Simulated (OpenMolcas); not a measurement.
# Rh²⁺ among point charges: CASSCF and CASPT2 levels and susceptibility

How does a field of 6 point charges split the states of Rh²⁺, and what χT follows?

Method: state-averaged CASSCF and CASPT2, spin-orbit coupling by RASSI with atomic mean-field integrals. Code: OpenMolcas 26.06.

**1. What is computed**

* Species: Rh²⁺ (rhodium, Z = 45, 43 electrons)
* Basis: ANO-RCC-VTZP [7s6p4d2f1g], 68 functions
* Scalar Hamiltonian: DKH2, point nucleus
* Inactive shells: 1s 2s 2p 3s 3p 3d 4s 4p
* Active space: 7 electrons in 5 orbitals (4d)
* Some configurations of this space: 4d7
* Orbitals: optimised for each spin and parity, averaged over all roots

Outer shells as boxes (Hund's rule):

4d7
```
4d [↑↓][↑↓][↑ ][↑ ][↑ ]
```

The ion sits among 6 point charges of -1.1 e arranged as a trigonal antiprism (D3d), 1.87 Å from the ion, with a polar angle of 64.6° against the regular 54.74°.

Each step is its own input file, run in one work folder so that later steps find the files of earlier ones. Labels, J, g values, rates, χT and fits are worked out afterwards by a script from the matrices that RASSI stores. The input lists half of the charges; inversion (Group=XYZ) makes the rest.

**2. One- and two-electron integrals**

Input file a.inp:

```
&GATEWAY
Coord
1

Rh 0.0 0.0 0.0
Basis=ANO-RCC-VTZP
Group=XYZ
NoMove
AngMom=0.0 0.0 0.0
AMFI
XField
3 Angstrom 0
0.000000 1.689069 0.802462 -1.100000
1.462777 -0.844535 0.802462 -1.100000
1.462777 0.844535 -0.802462 -1.100000
&SEWARD
```

Run with:

```
$ OMP_NUM_THREADS=1 MOLCAS_MEM=1689 MOLCAS_PROJECT=a pymolcas a.inp > a.log
```

**3. CASSCF: quartets of even parity, 10 roots**

Input file a.inp:

```
&RASSCF
FileOrb=start.orb
Symmetry=1
Spin=4
nActEl=7 0 0
Inactive=9 9
Ras2=5 0
CIRoot=10 10 1
SDav=10
CIMx=300
Iter=120 100
PrWF=0.3
OrbListing=Nothing
MaxOrb=0
>>> COPY $Project.JobIph JOB001
```

start.orb holds the contracted functions of the basis, ordered by shell, or the orbitals of the step before.

**4. Reference wave functions, doublets of even parity, 40 roots**

Input file a.inp:

```
&RASSCF
FileOrb=start.orb
Symmetry=1
Spin=2
nActEl=7 0 0
Inactive=9 9
Ras2=5 0
CIRoot=40 40 1
SDav=40
CIMx=300
Iter=120 100
PrWF=0.3
OrbListing=Nothing
MaxOrb=0
>>> COPY $Project.JobIph JOB002
```

**5. RASSI: spin-orbit coupling between the states**

Input file a.inp:

```
&RASSI
NrOfJobIphs=2 10 40
1 2 3 4 5 6 7 8 9 10
1 2 3 4 5 6 7 8 9 10 11 12 13 14 15 16 17 18 19 20 21 22 23 24 25 26 27
28 29 30 31 32 33 34 35 36 37 38 39 40
IphNames
JOB001
JOB002
EJob
SpinOrbit
DIPRint=1.0
SOCoupling=1000.0
Subsets=2
Property=9
'ANGMOM' 1 'ANGMOM' 2 'ANGMOM' 3 'MLTPL  1' 1 'MLTPL  1' 2 'MLTPL  1' 3
'AMFI' 1 'AMFI' 2 'AMFI' 3
SOProperty=3
'ANGMOM' 1 'ANGMOM' 2 'ANGMOM' 3
```

**6. CASPT2: IPEA 0.25, imaginary shift 0.1 (closed shells correlated: 4s 4p)**

Input file a.inp:

```
>>> COPY JOB001 $Project.JobIph
&CASPT2
Multistate=10 1 2 3 4 5 6 7 8 9 10
NoMult
Frozen=8 6
IPEA=0.25
Imaginary=0.1
MaxIter=60
WThr=0.0 0.3 0.05
PrWF=0.5
NoMix
>>> COPY JOB002 $Project.JobIph
&CASPT2
Multistate=40 1 2 3 4 5 6 7 8 9 10 11 12 13 14 15 16 17 18 19 20 21 22
23 24 25 26 27 28 29 30 31 32 33 34 35 36 37 38 39 40
NoMult
Frozen=8 6
IPEA=0.25
Imaginary=0.1
MaxIter=60
WThr=0.0 0.3 0.05
PrWF=0.5
NoMix
```

(Steps that only read results are left out.)

What does the calculation give? Wanted: spin-free ground state; first state of the same spin within the active space; lowest level; next level.

As calculated:

| quantity | value |
| --- | --- |
| method | SS-CASPT2, IPEA 0.25, imaginary shift 0.1 (closed shells correlated: 4s 4p) |
| spin-free ground state | 4E, 2-fold in its orbital part |
| first state of the same spin within the active space | 4A2 at 5590 cm⁻¹ |
| lowest level | 2-fold E1/2, g = 2.47, 2.99, 2.99 |
| next level | 201.9 cm⁻¹ |
| χT at 300 K | 2.67 cm³ K/mol |
| effective moment at 300 K | 4.62 μB |

Cost by method:

```tsv
method	time of its own steps	time with the reference
A. CASSCF	10 s	10 s
B. SS-CASPT2, IPEA 0.25, imaginary shift 0.1, +4s 4p	6.4 s	16 s
```

Times are of one thread on a shared host.

In words: The spin-free ground state (4E) comes to 84 % from free-ion F terms and keeps the highest spin of the shell. χT at 300 K is 2.67, against 1.88 cm³ K/mol for the spin alone, so orbital moment adds to it. An active space of the d shell alone favours high spin; real ions in strong fields can be low spin. CASPT2 does not keep the components of a term degenerate, and the means are used. The field of point charges can differ much from that of real complexes. With metal d orbitals alone active, the gaps between spin states are rough; where two lie within a few thousand cm-1, their order is open. This is an electrostatic model: the charges have no orbitals.
